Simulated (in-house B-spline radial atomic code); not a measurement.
**Tc: excited configurations**

Aim: the energies of several excited configurations of Tc above a reference configuration, each from its own self-consistent run.

Program: in-house B-spline radial atomic code version 1. Level of theory: scalar-relativistic (spin-free one-electron X2C) LDA (Slater, VWN5), spin-polarised, spherical fractional occupations, Fermi nucleus, basis-set limit. These are calculated values, not measurements, unless marked.

### 1 The atom as given

* element: technetium (Z = 43)
* charge: 0
* electrons: 43
* configuration: [Kr] 4d5 5s2
* Hamiltonian: scalar-relativistic (X2C)
* nucleus: Fermi, rms radius 4.411 fm

Outer shells as boxes (Hund's rule):

[Kr] 4d5 5s2
```
[Kr] core
4d [↑ ][↑ ][↑ ][↑ ][↑ ]
5s [↑↓]
```

Where spins are not typed, each open shell is filled with up spins first.

The run's settings:

```ini
Z = 43
electrons = 43.0
configuration = [Kr] 4d5 5s2
hamiltonian = x2c
method = lda,vwn
spin_polarised = True
nucleus = fermi
rms_radius = 4.411169945885085
mass_number = 97
atomic_mass = 96.90636072
speed_of_light = 137.035999084
```

From the earlier run of the reference: total energy -4280.457715 hartree. Levels, eight at most:

```csv
orbital,occupation,energy (eV),<r> (bohr)
3d down,5,-249.15,0.3992
4s up,1,-74.258,1.059
4s down,1,-71.318,1.055
4p up,3,-46.424,1.174
4p down,3,-43.310,1.170
4d up,5,-7.878,1.699
5s up,1,-5.748,3.181
5s down,1,-4.515,3.464
```

### 2 Configuration 1s2 2s2 2p6 3s2 3p6 3d10 4s2 4p6 4d2,3 5s0,1 6f1,0

In configurations, two counts after a shell (as in p1,2) give the electrons with spin up and with spin down.

The run's settings:

```ini
Z = 43
electrons = 43.0
configuration = 1s2 2s2 2p6 3s2 3p6 3d10 4s2 4p6 4d2,3 5s0,1 6f1,0
hamiltonian = x2c
method = lda,vwn
spin_polarised = True
nucleus = fermi
rms_radius = 4.411169945885085
mass_number = 97
atomic_mass = 96.90636072
speed_of_light = 137.035999084
```

### 3 1s2 2s2 2p6 3s2 3p6 3d10 4s2 4p6 4d4,0 5s2 6d0,1

The settings differ from step 2 so:

```diff
@@ -2,3 +2,3 @@
 electrons = 43.0
-configuration = 1s2 2s2 2p6 3s2 3p6 3d10 4s2 4p6 4d2,3 5s0,1 6f1,0
+configuration = 1s2 2s2 2p6 3s2 3p6 3d10 4s2 4p6 4d4,0 5s2 6d0,1
 hamiltonian = x2c
```

### 4 1s2 2s2 2p6 3s2 3p6 3d10 4s2 4p6 4d3,2 5s2

The settings differ from step 3 so:

```diff
@@ -2,3 +2,3 @@
 electrons = 43.0
-configuration = 1s2 2s2 2p6 3s2 3p6 3d10 4s2 4p6 4d4,0 5s2 6d0,1
+configuration = 1s2 2s2 2p6 3s2 3p6 3d10 4s2 4p6 4d3,2 5s2
 hamiltonian = x2c
```

### 5 Run with 1s2 2s2 2p6 3s2 3p6 3d10 4s2 4p6 4d2,3 5s2

The settings differ from step 4 so:

```diff
@@ -2,3 +2,3 @@
 electrons = 43.0
-configuration = 1s2 2s2 2p6 3s2 3p6 3d10 4s2 4p6 4d3,2 5s2
+configuration = 1s2 2s2 2p6 3s2 3p6 3d10 4s2 4p6 4d2,3 5s2
 hamiltonian = x2c
```

Before running: How far above the reference does each configuration lie (order and size, in eV)?

The runs gave:

| net move | configuration | 2|M_S|+1 | energy above the reference (eV) | largest <r> (bohr) |
| --- | --- | --- | --- | --- |
| same shells, spins typed | 1s2 2s2 2p6 3s2 3p6 3d10 4s2 4p6 4d3,2 5s2 | 2 | 3.538 | 3.30 |
| same shells, spins typed | 1s2 2s2 2p6 3s2 3p6 3d10 4s2 4p6 4d2,3 5s2 | 2 | 3.538 | 3.30 |
| 5s → 6f, spins typed | 1s2 2s2 2p6 3s2 3p6 3d10 4s2 4p6 4d2,3 5s0,1 6f1,0 | 2 | 11.153 | 43.5 |
| 4d → 6d, spins typed | 1s2 2s2 2p6 3s2 3p6 3d10 4s2 4p6 4d4,0 5s2 6d0,1 | 4 | 11.791 | 18.0 |

**Reading.** At the bottom stands same shells, spins typed (3.538 eV), at the top 4d → 6d, spins typed (11.791 eV). 2 of them lie more than 60 % above minus the reference's highest level (4.515 eV), in the range where a state can decay by emitting an electron. The reference has 2|M_S|+1 = 6; 4 of the configurations differ from it in spin. These are spherical averages at the typed spins, not spectroscopic levels.
